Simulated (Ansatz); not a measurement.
# CH₃F₄NW: how energies converge with the basis set

Aim: see how fast density functionals converge with the basis set for CH₃F₄NW.

Computed with Ansatz 0.2.0, Gaussian basis. Level: one geometry, several basis sets.

Plan: PBE0-D4/def2-SVP; ωB97M-V/def2-SVP; PBE0-D4/def2-QZVPP; ωB97M-V/def2-QZVPP; the functionals' def2-TZVPP values are taken from earlier runs.

1 further run of the same task is left out (for a known fault of the program). Runs told in other sessions of the task aren't counted.

### 1 Structure used throughout

The geometry comes from an earlier relaxation with PBE0-D4 in a triple-zeta def2 set; it is a stationary point, not always the lowest conformer. W takes the def2 core potential; no spin-orbit term is included.

10 atoms, charge 0, spin multiplicity 1.

Atoms are counted from 1 here; the program's logs count them from 0.

Bond lengths: C1–N2 1.416 Å, C1–H8 1.093 Å, C1–H9 1.093 Å, C1–H10 1.093 Å, N2–W3 1.702 Å, W3–F4 1.866 Å, W3–F5 1.866 Å, W3–F6 1.866 Å, W3–F7 1.866 Å. Angles: N2–C1–H8 110.0°, N2–C1–H9 109.9°, N2–C1–H10 110.0°, H8–C1–H9 109.0°, H8–C1–H10 109.0°, H9–C1–H10 109.0°, C1–N2–W3 179.8°, N2–W3–F4 104.6°, N2–W3–F5 104.5°, N2–W3–F6 104.5°, N2–W3–F7 104.4°, F4–W3–F5 86.4°, F4–W3–F6 86.4°, F4–W3–F7 151.0°, F5–W3–F6 151.0°, F5–W3–F7 86.4°, F6–W3–F7 86.4°.

Geometry (Å):

```mol
CH3F4NW
  3D, bonds by distance, orders not assigned

 10  9  0  0  0  0  0  0  0  0999 V2000
    0.5749   -1.6779   -0.1825 C   0  0
    0.1198   -0.3451   -0.0363 N   0  0
   -0.4209    1.2594    0.1386 W   0  0
   -2.2751    1.1525   -0.0393 F   0  0
   -0.4123    1.9465   -1.5959 F   0  0
   -0.7263    1.4534    1.9689 F   0  0
    1.1377    2.2473    0.4127 F   0  0
    0.3510   -2.0406   -1.1890 H   0  0
    1.6550   -1.7227   -0.0208 H   0  0
    0.0794   -2.3240    0.5467 H   0  0
  1  2  8  0
  2  3  8  0
  3  4  8  0
  3  5  8  0
  3  6  8  0
  3  7  8  0
  1  8  8  0
  1  9  8  0
  1 10  8  0
M  END
```

### 2 PBE0-D4 in def2-SVP

The input, in.yaml:

```yaml
crystal:
  periodic: [false, false, false]
  atoms:
    - {symbol: C, position_ang: [0.574900, -1.677897, -0.182482]}
    - {symbol: N, position_ang: [0.119763, -0.345114, -0.036309]}
    - {symbol: W, position_ang: [-0.420939, 1.259357, 0.138606]}
    - {symbol: F, position_ang: [-2.275114, 1.152488, -0.039345]}
    - {symbol: F, position_ang: [-0.412335, 1.946470, -1.595883]}
    - {symbol: F, position_ang: [-0.726274, 1.453410, 1.968876]}
    - {symbol: F, position_ang: [1.137694, 2.247311, 0.412656]}
    - {symbol: H, position_ang: [0.350985, -2.040569, -1.188983]}
    - {symbol: H, position_ang: [1.655036, -1.722668, -0.020826]}
    - {symbol: H, position_ang: [0.079385, -2.323990, 0.546691]}
basis:
  gaussian: {orbitals: def2-SVP}
hamiltonian: {xc: pbe0, dispersion: d4}
output: {orbitals: {seedname: orbitals}}
```

On the command line:

```
$ ansatz run in.yaml --threads 4 --pin off --events-out ev --progress --plain --max-ram 11315MiB
```

The runs that follow: ωB97M-V in def2-SVP; PBE0-D4 in def2-QZVPP; ωB97M-V in def2-QZVPP.

Before running them: what should the planned runs give, taken together? Wanted: PBE0-D4: double and triple zeta above quadruple; ωB97M-V: double and triple zeta above quadruple.

**Answer**, as computed:

```
                                       quantity           value
PBE0-D4: double and triple zeta above quadruple  17.78, 0.74 eV
ωB97M-V: double and triple zeta above quadruple  18.17, 0.69 eV
```

What this shows: PBE0-D4 gains 17.04 eV from double to triple zeta, then 0.74 eV more. Total energies overstate the basis error of differences, where much of it tends to cancel.
